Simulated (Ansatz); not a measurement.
**BH₇O₂Si (built from SMILES OB(O)[SiH3].[H][H]): a relaxation**

Aim: see where a relaxation from this start ends.

Computed with Ansatz 0.2.0, Gaussian basis. Level: B3LYP-D4/def2-SVPD.

1 further run of the same task is left out (it didn't finish). Runs told in other sessions of the task aren't counted.

### 1 The starting structure

The start, a first-order saddle point found at PBE0-D4 in triple zeta: 11 atoms, charge 0, spin multiplicity 1.

Atoms are counted from 1 here; the program's logs count them from 0.

Bond lengths: B1–Si2 2.194 Å, B1–O3 1.408 Å, B1–O4 1.411 Å, B1–H5 1.284 Å, B1–H6 1.350 Å, Si2–H7 1.486 Å, Si2–H8 1.488 Å, Si2–H9 1.489 Å, O3–H10 0.960 Å, O4–H11 0.960 Å. Angles: Si2–B1–O3 102.1°, Si2–B1–O4 108.9°, Si2–B1–H5 62.0°, Si2–B1–H6 107.8°, O3–B1–O4 124.8°, O3–B1–H5 117.9°, O3–B1–H6 110.4°, O4–B1–H5 116.8°, O4–B1–H6 102.0°, H5–B1–H6 45.8°, B1–Si2–H7 116.5°, B1–Si2–H8 116.1°, B1–Si2–H9 94.8°, H7–Si2–H8 109.5°, H7–Si2–H9 109.9°, H8–Si2–H9 108.7°, B1–O3–H10 111.5°, B1–O4–H11 111.4°.

Coordinates:

```
B    -0.57796    0.47628    0.13101
Si    1.25800   -0.70242   -0.09955
O    -0.75778    0.99954   -1.16418
O    -1.53169   -0.29528    0.82796
H     0.46088    0.84559    0.78891
H    -0.32424    1.46918    1.00934
H     2.33580   -0.09775   -0.92390
H     1.84087   -1.25718    1.15264
H     0.60273   -1.80748   -0.85273
H    -1.58320    1.48469   -1.23692
H    -1.72343   -1.11496    0.36741
```

### 2 The relaxation

File run/in.yaml:

```yaml
crystal:
  periodic: [false, false, false]
  atoms:
    - {symbol: B, position_ang: [-0.577959, 0.476278, 0.131006]}
    - {symbol: Si, position_ang: [1.258001, -0.702418, -0.099548]}
    - {symbol: O, position_ang: [-0.757779, 0.999539, -1.164176]}
    - {symbol: O, position_ang: [-1.531687, -0.295279, 0.827965]}
    - {symbol: H, position_ang: [0.460880, 0.845588, 0.788914]}
    - {symbol: H, position_ang: [-0.324241, 1.469183, 1.009340]}
    - {symbol: H, position_ang: [2.335803, -0.097750, -0.923903]}
    - {symbol: H, position_ang: [1.840874, -1.257182, 1.152640]}
    - {symbol: H, position_ang: [0.602734, -1.807483, -0.852733]}
    - {symbol: H, position_ang: [-1.583197, 1.484688, -1.236918]}
    - {symbol: H, position_ang: [-1.723428, -1.114964, 0.367415]}
basis:
  gaussian: {orbitals: def2-SVPD}
hamiltonian: {xc: {name: B3LYP}, dispersion: d4}
relax: {f_tol: 0.03, max_steps: 60, escape_saddle: false}
```

On the command line:

```bash
> ansatz run in.yaml --threads 4 --pin off --events-out ev --progress --plain --max-ram 9574MiB
```

What it wrote:

```text
Functional definition: B3LYP
  name "B3LYP"
  cite "Stephens, Devlin, Chabalowski & Frisch, J. Phys. Chem. 98, 11623 (1994) doi:10.1021/j100096a001"
  cite "Becke, Phys. Rev. A 38, 3098 (1988) doi:10.1103/PhysRevA.38.3098"
  cite "Lee, Yang & Parr, Phys. Rev. B 37, 785 (1988) doi:10.1103/PhysRevB.37.785"
  cite "Vosko, Wilk & Nusair, Can. J. Phys. 58, 1200 (1980) doi:10.1139/p80-159"
  parameter a0 = 0.2
  parameter ax = 0.72
  parameter ac = 0.81
  exchange = (1 - a0 - ax)*slater_x + ax*b88_x + a0*exact_x
  correlation = (1 - ac)*vwn_rpa_c + ac*lyp_c
1214 factors; their error is unknown
mean field evaluation 1: about -12748.5279 eV, gradient 6.9e1 eV
mean field evaluation 2: about -12727.0223 eV, gradient 1.3e2 eV
mean field evaluation 4: about -12757.0687 eV, gradient 3.5e0 eV
mean field evaluation 8: about -12757.0932 eV, gradient 4.4e-2 eV
mean field evaluation 16: about -12757.1438 eV, gradient 2.3e-5 eV
mean field -12757.14376211 eV, -468.8163861551 hartree, gradient 2.3e-5 eV, S^2 0.000000; 0 other end points of the search recorded, 0 dependent functions left out
the calculation of the forces begins
reference -12757.14405614 eV, -468.8163969601 hartree; 21, 21 occupied and 125, 125 virtual orbitals, 1214 factors
relax step   1: F+E_penalty+E_count = -12757.44583835 eV  Δ(F+E_penalty+E_count) = +0.000e0 eV  max|allowed force component| = 1.870e-1 eV/Å  Δτ_max = 0.0000 Å  (30 SCF iters, accepted)
[... from here to the last solve, the lines of the solves are left out (35 solves) ...]
relax step   2: F+E_penalty+E_count = -12757.45392229 eV  Δ(F+E_penalty+E_count) = -8.084e-3 eV  max|allowed force component| = 1.068e-1 eV/Å  Δτ_max = 0.0261 Å  (34 SCF iters, accepted)
relax step   3: F+E_penalty+E_count = -12757.46100126 eV  Δ(F+E_penalty+E_count) = -7.079e-3 eV  max|allowed force component| = 2.145e-1 eV/Å  Δτ_max = 0.0329 Å  (34 SCF iters, accepted)
relax step   4: F+E_penalty+E_count = -12757.58001077 eV  Δ(F+E_penalty+E_count) = -1.190e-1 eV  max|allowed force component| = 1.307e0 eV/Å  Δτ_max = 0.1961 Å  (38 SCF iters, accepted)
relax step   5: F+E_penalty+E_count = -12758.08742890 eV  Δ(F+E_penalty+E_count) = -5.074e-1 eV  max|allowed force component| = 1.844e0 eV/Å  Δτ_max = 0.1948 Å  (38 SCF iters, accepted)
relax step   6: F+E_penalty+E_count = -12758.68336464 eV  Δ(F+E_penalty+E_count) = -5.959e-1 eV  max|allowed force component| = 1.461e0 eV/Å  Δτ_max = 0.1973 Å  (36 SCF iters, accepted)
relax step   7: F+E_penalty+E_count = -12758.91389614 eV  Δ(F+E_penalty+E_count) = -2.305e-1 eV  max|allowed force component| = 1.872e0 eV/Å  Δτ_max = 0.1394 Å  (32 SCF iters, accepted)
relax step   8: F+E_penalty+E_count = -12759.11433899 eV  Δ(F+E_penalty+E_count) = -2.004e-1 eV  max|allowed force component| = 1.822e0 eV/Å  Δτ_max = 0.1948 Å  (39 SCF iters, accepted)
relax step   9: F+E_penalty+E_count = -12759.25103816 eV  Δ(F+E_penalty+E_count) = -1.367e-1 eV  max|allowed force component| = 1.669e0 eV/Å  Δτ_max = 0.1948 Å  (31 SCF iters, accepted)
relax step  10: F+E_penalty+E_count = -12759.37374115 eV  Δ(F+E_penalty+E_count) = -1.227e-1 eV  max|allowed force component| = 1.543e0 eV/Å  Δτ_max = 0.1942 Å  (33 SCF iters, accepted)
relax step  11: F+E_penalty+E_count = -12759.54829267 eV  Δ(F+E_penalty+E_count) = -1.746e-1 eV  max|allowed force component| = 2.329e0 eV/Å  Δτ_max = 0.1943 Å  (37 SCF iters, accepted)
relax step  12: F+E_penalty+E_count = -12759.70945525 eV  Δ(F+E_penalty+E_count) = -1.612e-1 eV  max|allowed force component| = 1.533e0 eV/Å  Δτ_max = 0.1991 Å  (30 SCF iters, accepted)
relax step  13: F+E_penalty+E_count = -12759.82802989 eV  Δ(F+E_penalty+E_count) = -1.186e-1 eV  max|allowed force component| = 4.871e-1 eV/Å  Δτ_max = 0.1951 Å  (36 SCF iters, accepted)
relax step  14: F+E_penalty+E_count = -12759.84688937 eV  Δ(F+E_penalty+E_count) = -1.886e-2 eV  max|allowed force component| = 3.646e-1 eV/Å  Δτ_max = 0.1997 Å  (37 SCF iters, accepted)
relax step  15: F+E_penalty+E_count = -12759.86049457 eV  Δ(F+E_penalty+E_count) = -1.361e-2 eV  max|allowed force component| = 9.521e-2 eV/Å  Δτ_max = 0.1334 Å  (31 SCF iters, accepted)
relax step  16: F+E_penalty+E_count = -12759.86662945 eV  Δ(F+E_penalty+E_count) = -6.135e-3 eV  max|allowed force component| = 7.839e-2 eV/Å  Δτ_max = 0.0878 Å  (31 SCF iters, accepted)
relax step  17: F+E_penalty+E_count = -12759.86996734 eV  Δ(F+E_penalty+E_count) = -3.338e-3 eV  max|allowed force component| = 1.664e-1 eV/Å  Δτ_max = 0.1350 Å  (30 SCF iters, accepted)
relax step  18: F+E_penalty+E_count = -12759.87264648 eV  Δ(F+E_penalty+E_count) = -2.679e-3 eV  max|allowed force component| = 1.433e-1 eV/Å  Δτ_max = 0.0685 Å  (32 SCF iters, accepted)
relax step  19: F+E_penalty+E_count = -12759.87589120 eV  Δ(F+E_penalty+E_count) = -3.245e-3 eV  max|allowed force component| = 2.895e-1 eV/Å  Δτ_max = 0.1394 Å  (30 SCF iters, accepted)
relax step  20: F+E_penalty+E_count = -12759.88013896 eV  Δ(F+E_penalty+E_count) = -4.248e-3 eV  max|allowed force component| = 2.534e-1 eV/Å  Δτ_max = 0.0624 Å  (31 SCF iters, accepted)
relax step  21: F+E_penalty+E_count = -12759.88565864 eV  Δ(F+E_penalty+E_count) = -5.520e-3 eV  max|allowed force component| = 2.443e-1 eV/Å  Δτ_max = 0.0942 Å  (32 SCF iters, accepted)
relax step  22: F+E_penalty+E_count = -12759.88842003 eV  Δ(F+E_penalty+E_count) = -2.761e-3 eV  max|allowed force component| = 3.884e-1 eV/Å  Δτ_max = 0.1862 Å  (37 SCF iters, accepted)
relax step  23: F+E_penalty+E_count = -12759.89536405 eV  Δ(F+E_penalty+E_count) = -6.944e-3 eV  max|allowed force component| = 2.474e-1 eV/Å  Δτ_max = 0.0449 Å  (31 SCF iters, accepted)
relax step  24: F+E_penalty+E_count = -12759.89993433 eV  Δ(F+E_penalty+E_count) = -4.570e-3 eV  max|allowed force component| = 1.326e-1 eV/Å  Δτ_max = 0.0897 Å  (31 SCF iters, accepted)
relax step  25: F+E_penalty+E_count = -12759.90169174 eV  Δ(F+E_penalty+E_count) = -1.757e-3 eV  max|allowed force component| = 3.151e-1 eV/Å  Δτ_max = 0.1951 Å  (38 SCF iters, accepted)
relax step  26: F+E_penalty+E_count = -12759.90521623 eV  Δ(F+E_penalty+E_count) = -3.524e-3 eV  max|allowed force component| = 1.626e-1 eV/Å  Δτ_max = 0.0444 Å  (31 SCF iters, accepted)
relax step  27: F+E_penalty+E_count = -12759.90890089 eV  Δ(F+E_penalty+E_count) = -3.685e-3 eV  max|allowed force component| = 4.955e-2 eV/Å  Δτ_max = 0.0966 Å  (31 SCF iters, accepted)
relax step  28: F+E_penalty+E_count = -12759.91060515 eV  Δ(F+E_penalty+E_count) = -1.704e-3 eV  max|allowed force component| = 4.750e-2 eV/Å  Δτ_max = 0.0745 Å  (31 SCF iters, accepted)
relax step  29: F+E_penalty+E_count = -12759.90692103 eV  Δ(F+E_penalty+E_count) = +3.684e-3 eV  max|allowed force component| = 3.126e-1 eV/Å  Δτ_max = 0.1969 Å  (37 SCF iters, rejected (line search))
relax step  30: F+E_penalty+E_count = -12759.91094407 eV  Δ(F+E_penalty+E_count) = -3.389e-4 eV  max|allowed force component| = 3.837e-2 eV/Å  Δτ_max = 0.0152 Å  (32 SCF iters, accepted)
relax step  31: F+E_penalty+E_count = -12759.91221516 eV  Δ(F+E_penalty+E_count) = -1.271e-3 eV  max|allowed force component| = 7.562e-2 eV/Å  Δτ_max = 0.0977 Å  (32 SCF iters, accepted)
relax step  32: F+E_penalty+E_count = -12759.91288894 eV  Δ(F+E_penalty+E_count) = -6.738e-4 eV  max|allowed force component| = 8.300e-2 eV/Å  Δτ_max = 0.0701 Å  (32 SCF iters, accepted)
relax step  33: F+E_penalty+E_count = -12759.91351684 eV  Δ(F+E_penalty+E_count) = -6.279e-4 eV  max|allowed force component| = 8.159e-2 eV/Å  Δτ_max = 0.0414 Å  (33 SCF iters, accepted)
relax step  34: F+E_penalty+E_count = -12759.91378196 eV  Δ(F+E_penalty+E_count) = -2.651e-4 eV  max|allowed force component| = 1.301e-1 eV/Å  Δτ_max = 0.0678 Å  (31 SCF iters, accepted)
relax step  35: F+E_penalty+E_count = -12759.91435894 eV  Δ(F+E_penalty+E_count) = -5.770e-4 eV  max|allowed force component| = 6.877e-2 eV/Å  Δτ_max = 0.0132 Å  (32 SCF iters, accepted)
relax step  36: F+E_penalty+E_count = -12759.91471101 eV  Δ(F+E_penalty+E_count) = -3.521e-4 eV  max|allowed force component| = 1.290e-2 eV/Å  Δτ_max = 0.0201 Å  (31 SCF iters, accepted)
1214 factors; their error is unknown
mean field evaluation 288: about -12759.6749 eV, gradient 5.3e-5 eV
mean field -12759.67489089 eV, -468.9094034221 hartree, gradient 6.1e-6 eV, S^2 0.000000; 1 other end points of the search recorded, 0 dependent functions left out
the calculation of the forces begins
reference -12759.67520209 eV, -468.9094148582 hartree; 21, 21 occupied and 125, 125 virtual orbitals, 1214 factors
Total energy: -12759.91502220 eV, -468.9182280850 hartree
Atom 0 at    -1.808472     0.948544     0.119770 Å, force    -0.003284     0.012902    -0.004327 eV/Å
Atom 1 at     1.796788    -0.953861    -0.022031 Å, force    -0.001058     0.002278     0.000590 eV/Å
Atom 2 at    -0.663205     1.162532    -0.600769 Å, force     0.005675    -0.005306     0.000160 eV/Å
Atom 3 at    -1.976637    -0.232963     0.759025 Å, force    -0.012168    -0.009726     0.009851 eV/Å
Atom 4 at     1.856460     0.141958     0.979799 Å, force     0.001569    -0.000236    -0.001676 eV/Å
Atom 5 at    -2.670830     1.783789     0.200852 Å, force     0.001632    -0.002065    -0.001313 eV/Å
Atom 6 at     1.952664    -0.420425    -1.399409 Å, force    -0.001708    -0.000972     0.000193 eV/Å
Atom 7 at     2.877210    -1.941001     0.257774 Å, force    -0.000174    -0.000148    -0.000354 eV/Å
Atom 8 at     0.488593    -1.663077     0.094161 Å, force     0.002976    -0.002472     0.001519 eV/Å
Atom 9 at    -0.614309     2.021897    -1.029251 Å, force    -0.001369    -0.001347     0.003838 eV/Å
Atom 10 at    -1.238259    -0.847193     0.640080 Å, force     0.007908     0.007091    -0.008481 eV/Å
Dipole moment:     0.234351     0.205850    -0.214327 e Å
```

It took 2.1 min on 4 threads of Intel Xeon Platinum 8175M at 2.50GHz, shared host.

Relaxation path: (not every step is listed) (the energy doesn't fall at every step)

```
step  energy from step 1 (eV)  largest force component (eV/Å)
   1                   0.0000                          0.1870
   2                  -0.0081                          0.1068
   3                  -0.0152                          0.2145
   4                  -0.1342                          1.3073
   5                  -0.6416                          1.8439
   6                  -1.2375                          1.4608
   7                  -1.4681                          1.8723
   8                  -1.6685                          1.8223
   9                  -1.8052                          1.6691
  11                  -2.1025                          2.3287
  13                  -2.3822                          0.4871
  15                  -2.4147                          0.0952
  17                  -2.4241                          0.1664
  19                  -2.4301                          0.2895
  21                  -2.4398                          0.2443
  23                  -2.4495                          0.2474
  25                  -2.4559                          0.3151
  27                  -2.4631                          0.0495
  29                  -2.4611                          0.3126
  31                  -2.4664                          0.0756
  32                  -2.4671                          0.0830
  33                  -2.4677                          0.0816
  34                  -2.4679                          0.1301
  35                  -2.4685                          0.0688
  36                  -2.4689                          0.0129
```

Close pairs (by a distance rule), those that changed most:

```csv
bond,before (Å),after (Å),change (Å)
B1–H5,1.284,3.850,+2.566
B1–Si2,2.194,4.079,+1.885
Si2–H5,1.955,1.486,-0.469
B1–H6,1.350,1.203,-0.146
B1–O4,1.411,1.354,-0.057
B1–O3,1.408,1.370,-0.039
O4–H11,0.960,0.968,+0.008
Si2–H9,1.489,1.493,+0.003
```

### 3 Results

| quantity | value |
| --- | --- |
| steps | 36 |
| energy change | -2.469 eV |
| last largest force | 0.0129 eV/Å |
| RMSD from the start | 1.230 Å |

It converged in 36 steps at a force tolerance of 0.03 eV/Å. It left the saddle and ended near the end structure of the step.
